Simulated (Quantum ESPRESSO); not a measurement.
# InTe2 (P6/mmm) in Quantum ESPRESSO: notebook, part 2 of 2

Quantum ESPRESSO 7.5.

### 3 Single point, revPBE+D3, 27.89 Å³/atom

Input file pw.in:

```
&CONTROL
  calculation = 'scf'
  prefix = 'pwscf'
  outdir = './tmp'
  pseudo_dir = './pseudo'
  tprnfor = .true.
  tstress = .true.
  disk_io = 'nowf'
/
&SYSTEM
  ibrav = 0
  nat = 3
  ntyp = 2
  ecutwfc = 70
  nbnd = 31
  input_dft = 'revpbe'
  occupations = 'smearing'
  smearing = 'mv'
  degauss = 0.00367493
  vdw_corr = 'grimme-d3'
  dftd3_version = 3
/
&ELECTRONS
  conv_thr = 6d-10
  electron_maxstep = 120
  mixing_beta = 0.5
/
ATOMIC_SPECIES
In   114.8180 49_In_13_2.5_3.1_pbe_n_v1.0.upf
Te   127.6000 52_Te_16_2.3_2.3_pbe_n_v1.0.upf
CELL_PARAMETERS angstrom
   5.1547432431    0.0000000000    0.0000000000
  -2.5773716216    4.4641385965    0.0000000000
   0.0000000000    0.0000000000    3.6363076162
ATOMIC_POSITIONS crystal
In     0.0000000000    0.0000000000    0.0000000000
Te     0.6666666700    0.3333333300    0.5000000000
Te     0.3333333300    0.6666666700    0.5000000000
K_POINTS automatic
6 6 7 0 0 0
```

Potentials or basis: SPMS 1.0 PBE.

On the command line:

```
> OMP_NUM_THREADS=1 pw.x -in pw.in > pw.out
```

Run time: 47 s. Hardware: 1 thread of Intel Xeon Platinum 8488C (Sapphire Rapids), shared host; peak memory 0.16 GiB.

Results (log left out):

| Item | Value |
| --- | --- |
| Free energy | -7087.3926 eV |
| Pressure | 5.6 GPa |
| Band gap on the k mesh | none (metal or under the smearing width) |

Caveat: the potentials were made for another functional, which shifts forces and pressure; pairwise dispersion overbinds metals, which lowers pressure and volume.

### 4 Single point, revPBE+D3, 28.47 Å³/atom

Edit pw.in of step 3 so:

```diff
@@ -31,5 +31,5 @@
 CELL_PARAMETERS angstrom
-   5.1547432431    0.0000000000    0.0000000000
-  -2.5773716216    4.4641385965    0.0000000000
-   0.0000000000    0.0000000000    3.6363076162
+   5.1902943199    0.0000000000    0.0000000000
+  -2.5951471600    4.4949267321    0.0000000000
+   0.0000000000    0.0000000000    3.6613863923
 ATOMIC_POSITIONS crystal
```

On the command line:

```
> OMP_NUM_THREADS=1 pw.x -in pw.in > pw.out
```

Run time: 47 s. Hardware: 1 thread of Intel Xeon Platinum 8488C (Sapphire Rapids), shared host; peak memory 0.16 GiB.

Results (log left out):

* Free energy: -7087.4476 eV
* Pressure: 4.5 GPa
* Band gap on the k mesh: none (metal or under the smearing width)

Caveat: the potentials were made for another functional, which shifts forces and pressure; pairwise dispersion overbinds metals, which lowers pressure and volume.

### 5 Single point, revPBE+D3, 29.05 Å³/atom

Edit pw.in of step 4 so:

```diff
@@ -31,5 +31,5 @@
 CELL_PARAMETERS angstrom
-   5.1902943199    0.0000000000    0.0000000000
-  -2.5951471600    4.4949267321    0.0000000000
-   0.0000000000    0.0000000000    3.6613863923
+   5.2253649400    0.0000000000    0.0000000000
+  -2.6126824700    4.5252987800    0.0000000000
+   0.0000000000    0.0000000000    3.6861262400
 ATOMIC_POSITIONS crystal
```

On the command line:

```
> OMP_NUM_THREADS=1 pw.x -in pw.in > pw.out
```

Run time: 48 s. Hardware: 1 thread of Intel Xeon Platinum 8488C (Sapphire Rapids), shared host; peak memory 0.16 GiB.

The run converged. Its results:

| Property | Result |
| --- | --- |
| Free energy | -7087.4918 eV |
| Pressure | 3.6 GPa |
| Band gap on the k mesh | none (metal or under the smearing width) |

Caveat: the potentials were made for another functional, which shifts forces and pressure; pairwise dispersion overbinds metals, which lowers pressure and volume.

### 6 Single point, revPBE+D3, 29.64 Å³/atom

Edit pw.in of step 5 so:

```diff
@@ -31,5 +31,5 @@
 CELL_PARAMETERS angstrom
-   5.2253649400    0.0000000000    0.0000000000
-  -2.6126824700    4.5252987800    0.0000000000
-   0.0000000000    0.0000000000    3.6861262400
+   5.2599710143    0.0000000000    0.0000000000
+  -2.6299855072    4.5552685195    0.0000000000
+   0.0000000000    0.0000000000    3.7105383835
 ATOMIC_POSITIONS crystal
```

Potentials or basis: SPMS 1.0 PBE.

On the command line:

```
> OMP_NUM_THREADS=1 pw.x -in pw.in > pw.out
```

Wall time 49 s (1 thread of Intel Xeon Platinum 8488C (Sapphire Rapids), shared host); peak memory 0.17 GiB.

Results (log left out):

- Free energy: -7087.5269 eV
- Pressure: 2.8 GPa
- Band gap on the k mesh: none (metal or under the smearing width)

Caveat: the potentials were made for another functional, which shifts forces and pressure; pairwise dispersion overbinds metals, which lowers pressure and volume.

### 7 Single point, revPBE+D3, 30.22 Å³/atom

Edit pw.in of step 6 so:

```diff
@@ -31,5 +31,5 @@
 CELL_PARAMETERS angstrom
-   5.2599710143    0.0000000000    0.0000000000
-  -2.6299855072    4.5552685195    0.0000000000
-   0.0000000000    0.0000000000    3.7105383835
+   5.2941276274    0.0000000000    0.0000000000
+  -2.6470638137    4.5848490141    0.0000000000
+   0.0000000000    0.0000000000    3.7346334637
 ATOMIC_POSITIONS crystal
```

On the command line:

```
> OMP_NUM_THREADS=1 pw.x -in pw.in > pw.out
```

Run time: 50 s. Hardware: 1 thread of Intel Xeon Platinum 8488C (Sapphire Rapids), shared host; peak memory 0.17 GiB.

It converged, with:

```yaml
Free_energy: -7087.5544 eV
Pressure: 2.2 GPa
Band_gap_on_the_k_mesh: none (metal or under the smearing width)
```

Caveat: the potentials were made for another functional, which shifts forces and pressure; pairwise dispersion overbinds metals, which lowers pressure and volume.

### 8 Single point, revPBE+D3, 30.80 Å³/atom

Edit pw.in of step 7 so:

```diff
@@ -31,5 +31,5 @@
 CELL_PARAMETERS angstrom
-   5.2941276274    0.0000000000    0.0000000000
-  -2.6470638137    4.5848490141    0.0000000000
-   0.0000000000    0.0000000000    3.7346334637
+   5.3278490947    0.0000000000    0.0000000000
+  -2.6639245473    4.6140526614    0.0000000000
+   0.0000000000    0.0000000000    3.7584215794
 ATOMIC_POSITIONS crystal
```

On the command line:

```
> OMP_NUM_THREADS=1 pw.x -in pw.in > pw.out
```

Wall time 50 s (1 thread of Intel Xeon Platinum 8488C (Sapphire Rapids), shared host); peak memory 0.17 GiB.

It converged, with:

| Property | Result |
| --- | --- |
| Free energy | -7087.5759 eV |
| Pressure | 1.7 GPa |
| Band gap on the k mesh | none (metal or under the smearing width) |

Caveat: the potentials were made for another functional, which shifts forces and pressure; pairwise dispersion overbinds metals, which lowers pressure and volume.

### 9 Equation of state, revPBE+D3

Potentials or basis: SPMS 1.0 PBE.

No new run: the results of the series are fitted here.

What came out:

- Equilibrium volume: outside the volumes run

Energy against volume, from the lowest point:
```csv
volume (Å³/atom),energy (meV/atom)
27.311,83.62
27.892,61.12
28.473,42.78
29.054,28.04
29.636,16.34
30.217,7.15
30.798,0.00
```

Caveat: the potentials were made for another functional, which shifts forces and pressure. The run has no spin-orbit coupling, so splittings on Te are missing.

### 10 Projected density of states, PBE+D3M

Input file pw.in:

```
&CONTROL
  calculation = 'scf'
  prefix = 'pwscf'
  outdir = './tmp'
  pseudo_dir = './pseudo'
  tprnfor = .true.
  tstress = .true.
  disk_io = 'low'
/
&SYSTEM
  ibrav = 0
  nat = 3
  ntyp = 2
  ecutwfc = 70
  nbnd = 31
  occupations = 'smearing'
  smearing = 'gaussian'
  degauss = 0.00999582
  vdw_corr = 'grimme-d3'
  dftd3_version = 5
/
&ELECTRONS
  conv_thr = 6d-10
  electron_maxstep = 120
  mixing_beta = 0.5
/
ATOMIC_SPECIES
In   114.8180 49_In_13_2.5_3.1_pbe_n_v1.0.upf
Te   127.6000 52_Te_16_2.3_2.3_pbe_n_v1.0.upf
CELL_PARAMETERS bohr
   9.8745086378    0.0000000000    0.0000000000
  -4.9372543189    8.5515753263    0.0000000000
   0.0000000000    0.0000000000    6.9657690544
ATOMIC_POSITIONS bohr
In     0.0000000000    0.0000000000    0.0000000000
Te     4.9372543683    2.8505250803    3.4828845272
Te    -0.0000000494    5.7010502460    3.4828845272
K_POINTS automatic
6 6 7 0 0 0
```

Input file nscf.in:

```
&CONTROL
  calculation = 'nscf'
  prefix = 'pwscf'
  outdir = './tmp'
  pseudo_dir = './pseudo'
  disk_io = 'low'
/
&SYSTEM
  ibrav = 0
  nat = 3
  ntyp = 2
  ecutwfc = 70
  nbnd = 31
  occupations = 'tetrahedra_opt'
  vdw_corr = 'grimme-d3'
  dftd3_version = 5
/
&ELECTRONS
  conv_thr = 1d-08
  electron_maxstep = 120
  mixing_beta = 0.5
/
ATOMIC_SPECIES
In   114.8180 49_In_13_2.5_3.1_pbe_n_v1.0.upf
Te   127.6000 52_Te_16_2.3_2.3_pbe_n_v1.0.upf
CELL_PARAMETERS bohr
   9.8745086378    0.0000000000    0.0000000000
  -4.9372543189    8.5515753263    0.0000000000
   0.0000000000    0.0000000000    6.9657690544
ATOMIC_POSITIONS bohr
In     0.0000000000    0.0000000000    0.0000000000
Te     4.9372543683    2.8505250803    3.4828845272
Te    -0.0000000494    5.7010502460    3.4828845272
K_POINTS automatic
9 9 11 0 0 0
```

Input file projwfc.in:

```
&PROJWFC
  prefix = 'pwscf'
  outdir = './tmp'
  filpdos = 'p'
  Emin = -4
  Emax = 21
  DeltaE = 0.05
/
```

On the command line:

```
> OMP_NUM_THREADS=1 pw.x -in pw.in > pw.out
> OMP_NUM_THREADS=1 pw.x -in nscf.in > nscf.out
> OMP_NUM_THREADS=1 projwfc.x -in projwfc.in > projwfc.out
```

Wall time 2.3 min (1 thread of Intel Xeon Platinum 8488C (Sapphire Rapids), shared host); peak memory 0.26 GiB.

It converged, with:

```yaml
Free_energy: -7086.3171 eV
Pressure: -5.5 GPa
Band_gap_on_the_k_mesh: none (metal or under the smearing width)
Loewdin_charges: In -0.19; Te +0.17 e
```

Stress tensor (GPa, compression positive):
```
-6.11  0.00  0.00
 0.00 -6.11  0.00
 0.00  0.00 -4.32
```

Levels at points of the mesh, in eV from the Fermi level:
```
            k point  band 21  band 22  band 23  band 24  band 25  band 26
 (0.00, 0.00, 0.00)    -2.21    -2.21    -1.40     1.89     3.90     6.23
(0.00, -0.50, 0.00)    -0.34    -0.01     0.48     1.31     2.89     3.01
```

States per cell in windows of 1 eV (zero at the Fermi level; states under -8 eV left out):
```tsv
from (eV)	total	Te#2 p wfc3	Te#3 p wfc3	In#1 p wfc3	In#1 s wfc2	Te#2 s wfc2	Te#3 s wfc2
-8.0	0.08	0.02	0.02	0.00	0.03	0.00	0.00
-7.0	0.68	0.18	0.18	0.05	0.24	0.01	0.01
-6.0	1.29	0.36	0.36	0.11	0.40	0.03	0.03
-5.0	1.81	0.70	0.70	0.16	0.19	0.03	0.03
-4.0	1.67	0.57	0.57	0.18	0.21	0.06	0.06
-3.0	1.79	0.60	0.60	0.18	0.30	0.04	0.04
-2.0	1.77	0.64	0.64	0.19	0.21	0.03	0.03
-1.0	1.91	0.69	0.69	0.25	0.14	0.05	0.05
0.0	1.69	0.64	0.64	0.17	0.13	0.03	0.03
1.0	1.58	0.44	0.44	0.57	0.02	0.01	0.01
2.0	2.03	0.40	0.40	1.01	0.02	0.02	0.02
3.0	1.62	0.18	0.18	1.00	0.03	0.02	0.02
4.0	1.84	0.19	0.19	1.02	0.02	0.01	0.01
5.0	0.79	0.04	0.04	0.23	0.00	0.00	0.00
6.0	1.87	0.03	0.03	0.16	0.00	0.00	0.00
7.0	2.17	0.02	0.02	0.08	0.00	0.00	0.00
```

Caveat: pairwise dispersion overbinds metals, which lowers pressure and volume. The run has no spin-orbit coupling, so splittings on Te are missing.

### 11 For comparison

An earlier run on the cell as given: functional PBE; potentials or basis SSSP 1.3 efficiency PBE; cutoff 748 eV; density cutoff 5987 eV; k mesh 6 × 6 × 7; occupations fermi-dirac, width 0.05 eV; no spin polarisation.

* Pressure: 3.6 GPa
* Band gap on the k mesh: none (metal or under the smearing width)

### 12 The runs side by side

| task | level | potentials or basis | cutoff (eV) | smearing | dos occupations | gap on the mesh (eV) | pressure (GPa) |
| --- | --- | --- | --- | --- | --- | --- | --- |
| equation of state | revPBE+D3 | SPMS 1.0 PBE | 952 | cold 0.05 eV | - | - | - |
| projected density of states | PBE+D3M | SPMS 1.0 PBE | 952 | gaussian 0.136 eV | tetrahedra_opt | none | -5.5 |
| single point | PBE | SSSP 1.3 efficiency PBE | 748 | fermi-dirac 0.05 eV | - | none | 3.6 |

Alike in all rows: no spin polarisation; cell as given; k mesh 6 × 6 × 7.

Caveats: the potentials were made for another functional, which shifts forces and pressure (some runs); pairwise dispersion overbinds metals, which lowers pressure and volume (some runs).

Total energies depend on the potentials used, so only differences within one code and one set of settings carry meaning.
